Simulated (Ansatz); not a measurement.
# H₅N₂NbO₂: one species, many methods

An exercise on one series of results from a longer session: the logs are not shown, and one member is left open.

The runs use Ansatz 0.2.0, Gaussian basis; functionals in def2-TZVPP, the program's frozen cores in correlated methods.

Levels to be run: LDA (SPW92), PBE-D4, revPBE-D4, BLYP-D4, r2SCAN-D4, B97M-V, PBE0-D4, B3LYP-D4, r2SCANh-D4, r2SCAN0-D4, HSE06-D4, BHLYP-D4, CAM-B3LYP-D4, LC-ωPBE, ωB97X-V, ωB97M-V, B2PLYP, PBE-QIDH; CCSD(T)/def2-SVP; CCSD(T)/def2-TZVPP; MP2/def2-QZVPP; extrapolation to the limit; RPA on PBE.

1 further run of the same task is left out (for a known fault of the program).

## The relaxed structure

An earlier PBE0-D4 in a triple-zeta def2 set relaxation fixed the geometry. Nb takes the def2 core potential; no spin-orbit term is included.

SMILES `[NH2][Nb]([NH2])(=[O])[OH]`, 10 atoms, charge 0, spin multiplicity 1.

Atoms are counted from 1 here; the program's logs count them from 0.

Bond lengths: N1–Nb2 1.978 Å, N1–H6 1.009 Å, N1–H7 1.010 Å, Nb2–N3 1.978 Å, Nb2–O4 1.696 Å, Nb2–O5 1.914 Å, N3–H8 1.009 Å, N3–H9 1.010 Å, O5–H10 0.955 Å. Angles: Nb2–N1–H6 123.7°, Nb2–N1–H7 126.5°, H6–N1–H7 109.8°, N1–Nb2–N3 110.5°, N1–Nb2–O4 107.4°, N1–Nb2–O5 110.8°, N3–Nb2–O4 107.4°, N3–Nb2–O5 110.8°, O4–Nb2–O5 109.7°, Nb2–N3–H8 123.6°, Nb2–N3–H9 126.6°, H8–N3–H9 109.8°, Nb2–O5–H10 135.8°.

Geometry (Å):

```csv
atom,x (Å),y (Å),z (Å)
N1,-1.61358,0.68270,-0.11182
Nb2,-0.04836,-0.52642,-0.16223
N3,1.26163,-0.02454,1.23283
O4,-0.60072,-2.08829,0.19931
O5,0.76471,-0.51382,-1.89494
H6,-2.55368,0.37275,0.08583
H7,-1.60484,1.68319,-0.24801
H8,1.54261,-0.64002,1.98200
H9,1.70270,0.87655,1.34738
H10,1.23273,0.12659,-2.42744
```

Set-up of the first run:

in.yaml

```yaml
crystal:
  periodic: [false, false, false]
  atoms:
    - {symbol: N, position_ang: [-1.613580, 0.682702, -0.111823]}
    - {symbol: Nb, position_ang: [-0.048356, -0.526424, -0.162233]}
    - {symbol: N, position_ang: [1.261629, -0.024536, 1.232829]}
    - {symbol: O, position_ang: [-0.600723, -2.088289, 0.199309]}
    - {symbol: O, position_ang: [0.764709, -0.513817, -1.894941]}
    - {symbol: H, position_ang: [-2.553680, 0.372750, 0.085829]}
    - {symbol: H, position_ang: [-1.604840, 1.683193, -0.248012]}
    - {symbol: H, position_ang: [1.542609, -0.640019, 1.981998]}
    - {symbol: H, position_ang: [1.702698, 0.876553, 1.347382]}
    - {symbol: H, position_ang: [1.232735, 0.126586, -2.427438]}
basis:
  gaussian: {orbitals: def2-TZVPP}
hamiltonian: {xc: lda}
output: {orbitals: {seedname: orbitals}}
```

Run with:

```console
$ ansatz run in.yaml --threads 4 --pin off --events-out ev --progress --plain --max-ram 10444MiB
```

Among the steps run: LDA; PBE-D4 (GGA); revPBE-D4 (GGA); BLYP-D4 (GGA); r2SCAN-D4 (meta-GGA); B97M-V (meta-GGA); PBE0-D4 (hybrid); B3LYP-D4 (hybrid); r2SCANh-D4 (hybrid); r2SCAN0-D4 (hybrid); HSE06-D4 (hybrid); BHLYP-D4 (hybrid); CAM-B3LYP-D4 (range-separated); LC-ωPBE (range-separated); ωB97X-V (range-separated); ωB97M-V (range-separated); B2PLYP (double hybrid); PBE-QIDH (double hybrid).

One table of the session follows, with a row left open; its other results are not shown here.

It belongs to the step «Frontier levels by functional». 

```
  functional  HOMO (eV)  gap (eV)
 LDA (SPW92)          ?         ?
      PBE-D4      -5.97      4.60
   revPBE-D4      -5.90      4.61
     BLYP-D4      -5.86      4.57
   r2SCAN-D4      -6.28      5.06
      B97M-V      -6.32      5.15
     PBE0-D4      -7.37      6.83
    B3LYP-D4      -7.13      6.33
  r2SCANh-D4      -6.80      5.90
  r2SCAN0-D4      -7.59      7.17
    HSE06-D4      -6.96      6.05
    BHLYP-D4      -8.69      8.76
CAM-B3LYP-D4      -8.77      9.01
     LC-ωPBE     -10.15     11.47
     ωB97X-V      -9.76     10.93
     ωB97M-V      -9.66     10.30
```

Estimate the missing values for LDA (SPW92).

The run gave: HOMO (eV): -6.18; gap (eV): 4.60. In the column «HOMO (eV)» it lies between r2SCAN-D4 (-6.28) and PBE-D4 (-5.97).
